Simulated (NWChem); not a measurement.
**ZrO2 (SMILES [O]=[Zr]=[O]): levels of theory compared**

We compute a comparison of 6 runs (M06-L/def2-TZVP, B3LYP/def2-TZVP, BHLYP/def2-TZVP, TPSS/def2-TZVP, revPBE/def2-TZVP, wB97X/def2-TZVP) of ZrO2. 

Program for the calculation: NWChem 7.3.0.

### 1 The system as given

ZrO2: 3 atoms, total charge 0, spin state singlet. As SMILES, `[O]=[Zr]=[O]`. One bond was lengthened or shortened from a relaxed shape.

Bond lengths: O1–Zr2 2.026 Å, Zr2–O3 1.761 Å. Angles: O1–Zr2–O3 107.9°.

### 2 A single-point energy at M06-L/def2-TZVP (core potential) (run 1)

Input file o2zr.nw:

```
start o2zr
memory total 2200 mb
charge 0
geometry units au noautosym nocenter noautoz
O      1.32357174     2.85850178     0.74434611
Zr     0.65856955    -0.91028107     0.66480565
O     -1.89539530    -1.45660090    -1.39858630
end
basis "ao basis" spherical bse
* library def2-TZVP
end
ecp bse
Zr library def2-TZVP
end
dft
xc m06-l
mult 1
grid fine
convergence energy 1e-08
iterations 100
mulliken
print low
end
task dft
```

Started as:

```bash
$ nwchem o2zr.nw > o2zr.out
```

Log:

```text
[...]
 d= 0,ls=0.0,diis     1   -196.9038463162 -2.62D+02  4.44D-02  4.41D+00     1.4
[...]
 d= 0,ls=0.5,diis    51   -197.5734641404 -9.70D-09  9.94D-07  2.95D-08    60.1
         Total DFT energy =     -197.573464147617
      One electron energy =     -417.001008101432
           Coulomb energy =      177.532578872710
    Exchange-Corr. energy =      -23.071824068847
 Nuclear repulsion energy =       64.966789149952
[...]
      Total Density - Mulliken Population Analysis
     ---------------------------------------------
    Atom       Charge   Shell Charges
 -----------   ------   -------------------------------------------------------
    1 O    8     8.69   0.80  1.18  0.63  0.96  0.40  1.76  1.83  1.13  0.00  0.01  0.00
    2 Zr  12    10.66   0.03 -0.36  1.61  0.73  0.12 -0.01  5.12  0.84  0.11  0.04  1.27  0.94  0.16  0.07
    3 O    8     8.65   0.80  1.18  0.62  0.97  0.42  1.80  1.89  0.95  0.00  0.02  0.00
[...]
```

Wall time 62 s (1 thread of Intel Xeon 6975P-C (Granite Rapids), shared host); peak memory 0.12 GiB.

### 3 A single-point energy at B3LYP/def2-TZVP (core potential) (run 2)

Input file input.nw:

```
echo
start input
title "O2Zr B3LYP"
memory 2200 mb
charge 0
geometry units au noautosym nocenter noautoz
   O      1.32357174     2.85850178     0.74434611
   Zr     0.65856955    -0.91028107     0.66480565
   O     -1.89539530    -1.45660090    -1.39858630
end
basis spherical bse
   * library def2-TZVP
end
ecp bse
   Zr library def2-TZVP
end
dft
   xc b3lyp
   grid fine
   convergence energy 1e-08
   maxiter 100
   mulliken
   print medium
end
task dft energy
```

Started as:

```bash
$ nwchem input.nw > input.out
```

Log:

```text
[...]
          Wavefunction type:  closed shell.
          No. of atoms     :     3
          No. of electrons :    28
[...]
          Charge           :     0
          Spin multiplicity:     1
[...]
          AO basis - number of functions:   102
[...]
              XC Information
              --------------
                         B3LYP Method XC Potential
                     Hartree-Fock (Exact) Exchange  0.200
                        Slater Exchange Functional  0.800 local
                    Becke 1988 Exchange Functional  0.720 non-local
              Lee-Yang-Parr Correlation Functional  0.810
                  VWN I RPA Correlation Functional  0.190 local
[...]
 d= 0,ls=0.0,diis     1   -196.9236383617 -2.62D+02  4.79D-02  4.41D+00     1.3
[...]
 d= 0,ls=0.0,diis    14   -197.5971684404 -8.29D-09  7.61D-07  1.18D-08    14.0
         Total DFT energy =     -197.597168440388
      One electron energy =     -416.749392659743
           Coulomb energy =      177.236114573536
    Exchange-Corr. energy =      -23.050679504133
 Nuclear repulsion energy =       64.966789149952
[...]
      Total Density - Mulliken Population Analysis
     ---------------------------------------------
    Atom       Charge   Shell Charges
 -----------   ------   -------------------------------------------------------
    1 O    8     8.66   0.79  1.18  0.63  0.93  0.43  1.79  1.77  1.14  0.00  0.01  0.00
    2 Zr  12    10.75   0.03 -0.36  1.64  0.70  0.13 -0.01  5.12  0.85  0.14  0.06  1.21  0.95  0.21  0.08
    3 O    8     8.59   0.79  1.18  0.62  0.94  0.42  1.84  1.82  0.96  0.00  0.02  0.00
[...]
```

Wall time 15 s (1 thread of Intel Xeon 6975P-C (Granite Rapids), shared host); peak memory 0.12 GiB.

Runs 3 to 5 aren't shown in full; the table further down has their settings and results.

### 4 A single-point energy at wB97X/def2-TZVP (core potential) (run 6)

Input file calc.nw:

```
start calc
memory 2200 mb
charge 0

geometry noautosym nocenter noautoz
   O     0.700404    1.512654    0.393891
   Zr    0.348500   -0.481700    0.351800
   O    -1.003000   -0.770800   -0.740100
end

basis spherical bse
   * library def2-TZVP
end

ecp bse
   Zr library def2-TZVP
end

dft
   xc wb97x
   grid fine
   convergence energy 1e-08
   iterations 100
   mulliken
   noprint "final vectors analysis"
end

task dft energy
```

Started as:

```bash
$ nwchem calc.nw > calc.out
```

Log:

```text
[...]
          Wavefunction type:  closed shell.
          No. of atoms     :     3
          No. of electrons :    28
[...]
          Charge           :     0
          Spin multiplicity:     1
[...]
          AO basis - number of functions:   102
[...]
              XC Information
              --------------
                       wb97x  Method XC Functional
                     Hartree-Fock (Exact) Exchange  1.000
                         wb97x Exchange Functional  1.000
                      wb97x Correlation Functional  1.000
[...]
 d= 0,ls=0.0,diis     1   -196.8754332448 -2.62D+02  4.02D-02  4.45D+00     4.5
[...]
 d= 0,ls=0.0,diis    15   -197.5186174366 -5.31D-09  9.53D-07  6.39D-10    63.0
         Total DFT energy =     -197.518617436633
      One electron energy =     -416.740165859077
           Coulomb energy =      177.237198103831
    Exchange-Corr. energy =      -22.982443410405
 Nuclear repulsion energy =       64.966793729018
[...]
      Total Density - Mulliken Population Analysis
     ---------------------------------------------
    Atom       Charge   Shell Charges
 -----------   ------   -------------------------------------------------------
    1 O    8     8.69   0.79  1.18  0.62  0.91  0.42  1.79  1.79  1.17  0.00  0.01  0.00
    2 Zr  12    10.70   0.03 -0.36  1.64  0.71  0.13 -0.01  5.14  0.82  0.19  0.05  1.18  0.91  0.20  0.09
    3 O    8     8.61   0.79  1.18  0.61  0.93  0.42  1.83  1.85  0.98  0.00  0.02  0.00
[...]
```

Run time: 64 s. Hardware: 1 thread of Intel Xeon 6975P-C (Granite Rapids), shared host; peak memory 0.11 GiB.

### 5 Overview of the runs

| run | level | energy (Eh) | wall time |
| --- | --- | --- | --- |
| 1 | M06-L/def2-TZVP (core potential) | -197.573464 | 62 s |
| 2 | B3LYP/def2-TZVP (core potential) | -197.597168 | 15 s |
| 3 | BHLYP/def2-TZVP (core potential) | -197.385534 | 15 s |
| 4 | TPSS/def2-TZVP (core potential) | -197.612940 | 1.7 min |
| 5 | revPBE/def2-TZVP (core potential) | -197.599997 | 19 s |
| 6 | wB97X/def2-TZVP (core potential) | -197.518617 | 64 s |

### 6 Outcome

| quantity | value |
| --- | --- |
| run 6: total energy | -197.51862 Eh |
| run 6: dipole moment | 9.24 D |

In words: Over runs 2, 3, 4, 5, 6 the dipole moment (its size) runs from 7.86 D (revPBE/def2-TZVP) to 9.35 D (BHLYP/def2-TZVP). Over runs 2, 3, 4, 5 the HOMO–LUMO gap runs from 1.14 eV (revPBE/def2-TZVP) to 4.77 eV (BHLYP/def2-TZVP). Totals of different functionals can't be ranked against each other. All runs together took 4.6 min, the longest 1.7 min.
